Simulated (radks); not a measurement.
**Cr³⁺ in [Ar] 3d3: an all-electron calculation**

Aim: the levels, the sizes of the orbitals and the parts of the energy of the chromium ion Cr3+.

The numbers are computed with radks (a radial shooting solver on a logarithmic mesh, Libxc functionals) version 1 (non-relativistic Kohn-Sham, PBEsol, spin-polarised, spherical densities, point nucleus; open shells are filled with parallel spins first), except any that are marked as measured or tabulated.

## 1. The atom as given

```
element       : chromium (Z = 24)
charge        : +3
electrons     : 21
configuration : [Ar] 3d3
```

Outer shells as boxes (Hund's rule):

Cr³⁺
```
[Ar] core
3d [↑ ][↑ ][↑ ][  ][  ]
```

## 2. The calculation

The run's settings:

```text
Z 24
configuration [Ar] 3d3 4s0 4p0 4d0 4f0
relativity non-relativistic
functional pbe_sol,pbe_sol
spin polarised
nucleus point
```

Launch:

```bash
$ python run_ks.py task.json out
```

All runs below come from this command, one after another.

What does the calculation give?

The runs gave:

```
                        quantity                   value
                    total energy     -1041.08682 hartree
exchange-correlation share of it                  4.44 %
                            −T/E                  0.9991
          highest occupied level       3d up, -40.609 eV
    most extended occupied level  3d up, <r> = 1.09 bohr
 radius at density 0.001 e/bohr³               2.76 bohr
    maxima of the radial density                       3
         ionisation energy, NIST    49.16 (semi-emp.) eV
```

3 principal shells are occupied and 3 maxima appear in the radial density. The ratio −T/E is 0.9991; for a non-relativistic Coulomb system it is 1 up to the kinetic part of correlation. Minus the highest eigenvalue, 40.609 eV, is 83 % of the tabulated ionisation energy (49.16 eV); the potential of a semilocal functional falls off too fast, so its top eigenvalue is too shallow. Open shells are spherical and high-spin; term and fine-structure splittings are not resolved.
